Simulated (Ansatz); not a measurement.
**Zr3Ag: from a first cell to all-electron results**

Aim: relax Zr3Ag, then solve it with and without frozen cores. The runs shown use PAW and LAPW. Its runs: cell and atoms relaxed (PAW); the reference run (LAPW and PAW).

Computed with Ansatz 0.2.0 (DFT LDA, with the methods named in each step, unless a step's input says otherwise).

## Step 1: The system as given

Symmetry: P4/mmm, No. 123, tetragonal system. Conventional cell: a = 4.566 Å, b = 4.566 Å, c = 3.986 Å, α = 90.00°, β = 90.00°, γ = 90.00°. Around Zr (site symmetry 4/mmm) lie 8 Zr at 3.03 Å and 4 Ag at 3.23 Å. Zr (site symmetry mmm) is surrounded by 8 Zr at 3.03 to 3.23 Å and 4 Ag at 3.03 Å. Ag (site symmetry 4/mmm) is surrounded by 12 Zr at 3.03 to 3.23 Å.

Coordinates:

```
CELL_PARAMETERS angstrom
4.56600 0.00000 0.00000
0.00000 4.56600 0.00000
0.00000 0.00000 3.98600
ATOMIC_POSITIONS crystal
Zr 0.50000 0.50000 0.00000
Zr 0.00000 0.50000 0.50000
Zr 0.50000 0.00000 0.50000
Ag 0.00000 0.00000 0.00000
```

Atoms are numbered in the order of the input: Zr1, Zr2, Zr3, Ag4.

## Step 2: Cell and atoms relaxed, PAW

File input.yaml:

```yaml
crystal:
  lattice:
    - [4.566, 0.0, 0.0]
    - [0.0, 4.566, 0.0]
    - [0.0, 0.0, 3.986]
  atoms:
    - { symbol: Zr, position: [0.5, 0.5, 0.0] }
    - { symbol: Zr, position: [0.0, 0.5, 0.5] }
    - { symbol: Zr, position: [0.5, 0.0, 0.5] }
    - { symbol: Ag, position: [0.0, 0.0, 0.0] }
kpoints:
  mp_grid: { grid: [8, 8, 9] }
scf:
  occupations: { method: fermi_dirac, width: 0.05 }
hamiltonian:
  xc: lda
  pseudopotentials: { kind: paw }
output:
  forces: true
  stress: true
relax:
  f_tol: 0.005
  max_steps: 50
  cell: {}
```

Started as:

```bash
> ansatz run input.yaml --threads 1 --pin off --max-ram 3072MiB --backend cpu --events-out ev --progress --plain --runs-dir out
```

After this run come: The relaxed cell, LAPW; The relaxed cell, PAW.

Q: Predict the outcome of this session. Wanted: volume, relaxed; gap.

**Answer**, as computed:

| quantity | value |
| --- | --- |
| volume, relaxed (PAW) | 19.856 Å³/atom, P4/mmm |
| gap (LAPW) | none |

**Reading.** Relaxing changes the volume by -4.4 %, to 19.86 Å³/atom. The count of 103 electrons in bands leaves a band partly filled, so there is no gap. PAW lies -0.01 GPa from LAPW in pressure.
